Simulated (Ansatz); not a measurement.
# F3PSi: the cost of one run

Program: Ansatz 0.2.0. Level of theory: Hartree-Fock, Gaussian basis aug-cc-pV(T+d)Z, and further levels as typed in the inputs. These are calculated values, not measurements.

## 1. The system as given

Bond lengths: Si1–P2 2.082 Å, Si1–F3 1.564 Å, Si1–F4 1.594 Å, P2–F5 1.613 Å. Angles: Si1–P2–F5 99.4°, P2–Si1–F3 126.4°, P2–Si1–F4 123.4°, F3–Si1–F4 110.2°.

Coordinates:

```xyz
5

Si    0.0162   -0.0061   -0.0053
P    -0.0107    0.0087    2.0770
F     1.2874   -0.0076   -0.9168
F    -1.3025    0.0146   -0.9006
F     1.5768   -0.0038    2.3613
```

## 2. Relaxing the atoms: F3PSi

The input, input.yaml:

```yaml
relax:
  f_tol: 0.001
  max_steps: 200
crystal:
  periodic: [false, false, false]
  atoms:
    - { symbol: Si, position_ang: [0.016243, -0.006118, -0.005282] }
    - { symbol: P, position_ang: [-0.01073, 0.008654, 2.076985] }
    - { symbol: F, position_ang: [1.287448, -0.007612, -0.91681] }
    - { symbol: F, position_ang: [-1.302494, 0.014621, -0.900601] }
    - { symbol: F, position_ang: [1.576776, -0.003841, 2.361338] }
basis:
  gaussian: { orbitals: "aug-cc-pV(T+d)Z.json" }
hamiltonian:
  xc: hf
```

On the command line:

```
$ ansatz run input.yaml --threads 4 --pin off --max-ram 8192MiB --backend cpu --events-out ev --progress --plain --runs-dir out
```

What time and memory should one allow on 4 threads of Intel Xeon Platinum 8259CL at 2.50GHz (Skylake/Cascade Lake), shared host?

About 39 s, with a peak of 0.86 GiB.
